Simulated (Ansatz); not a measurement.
**CH₂ClFOZn: a ladder of functionals and wavefunction methods**

The task here is to estimate one member of a computed series from the others.

Method: functionals in def2-TZVPP, the program's frozen cores in correlated methods; program: Ansatz 0.2.0, Gaussian basis.

Plan: LDA (SPW92), PBE-D4, revPBE-D4, BLYP-D4, r2SCAN-D4, B97M-V, PBE0-D4, B3LYP-D4, r2SCANh-D4, r2SCAN0-D4, HSE06-D4, BHLYP-D4, CAM-B3LYP-D4, LC-ωPBE, ωB97X-V, ωB97M-V, B2PLYP, PBE-QIDH; CCSD(T)/def2-SVP; CCSD(T)/def2-TZVPP; MP2/def2-QZVPP; extrapolation to the limit; RPA on PBE.

## The geometry

The geometry comes from an earlier relaxation with PBE0-D4 in a triple-zeta def2 set; it is a stationary point, not always the lowest conformer.

SMILES `O[CH](Cl)[Zn][F]`, 7 atoms, charge 0, spin multiplicity 1.

Atoms are counted from 1 here; the program's logs count them from 0.

Bond lengths: O1–C2 1.377 Å, O1–H6 0.961 Å, C2–Cl3 1.837 Å, C2–Zn4 1.951 Å, C2–H7 1.089 Å, Zn4–F5 1.748 Å. Angles: C2–O1–H6 110.2°, O1–C2–Cl3 111.4°, O1–C2–Zn4 119.9°, O1–C2–H7 106.1°, Cl3–C2–Zn4 103.5°, Cl3–C2–H7 103.6°, Zn4–C2–H7 111.2°, C2–Zn4–F5 179.0°.

Set-up of the first run:

Contents of in.yaml:

```yaml
crystal:
  periodic: [false, false, false]
  atoms:
    - {symbol: O, position_ang: [-0.232692, -0.261405, 1.555388]}
    - {symbol: C, position_ang: [0.460579, -0.018066, 0.390660]}
    - {symbol: Cl, position_ang: [1.248185, -1.547848, -0.253601]}
    - {symbol: Zn, position_ang: [-0.471861, 0.702999, -1.164206]}
    - {symbol: F, position_ang: [-1.305961, 1.320367, -2.570897]}
    - {symbol: H, position_ang: [-1.005439, -0.803502, 1.374552]}
    - {symbol: H, position_ang: [1.307199, 0.607454, 0.668115]}
basis:
  gaussian: {orbitals: def2-TZVPP}
hamiltonian: {xc: lda}
output: {orbitals: {seedname: orbitals}}
```

Launch:

```sh
ansatz run in.yaml --threads 4 --pin off --events-out ev --progress --plain --max-ram 10444MiB
```

Steps of the session up to this table: LDA; PBE-D4 (GGA); revPBE-D4 (GGA); BLYP-D4 (GGA); r2SCAN-D4 (meta-GGA); B97M-V (meta-GGA); PBE0-D4 (hybrid); B3LYP-D4 (hybrid); r2SCANh-D4 (hybrid); r2SCAN0-D4 (hybrid); HSE06-D4 (hybrid); BHLYP-D4 (hybrid); CAM-B3LYP-D4 (range-separated); LC-ωPBE (range-separated); ωB97X-V (range-separated); ωB97M-V (range-separated); B2PLYP (double hybrid); PBE-QIDH (double hybrid).

One table of the session follows, with a row left open; its other results are not shown here.

It belongs to the step «Frontier levels by functional». 

| functional | HOMO (eV) | gap (eV) |
| --- | --- | --- |
| LDA (SPW92) | -6.73 | 4.40 |
| PBE-D4 | -6.50 | 4.41 |
| revPBE-D4 | ? | ? |
| BLYP-D4 | -6.41 | 4.32 |
| r2SCAN-D4 | -6.74 | 4.90 |
| B97M-V | -6.77 | 4.72 |
| PBE0-D4 | -7.73 | 6.49 |
| B3LYP-D4 | -7.56 | 5.98 |
| r2SCANh-D4 | -7.20 | 5.67 |
| r2SCAN0-D4 | -7.89 | 6.82 |
| HSE06-D4 | -7.32 | 5.72 |
| BHLYP-D4 | -8.91 | 8.35 |
| CAM-B3LYP-D4 | -9.11 | 8.71 |
| LC-ωPBE | -10.39 | 11.27 |
| ωB97X-V | -10.03 | 10.72 |
| ωB97M-V | -9.93 | 10.27 |

Q: Estimate the row for revPBE-D4 from the others.

**Answer.** HOMO (eV): -6.41; gap (eV): 4.42.
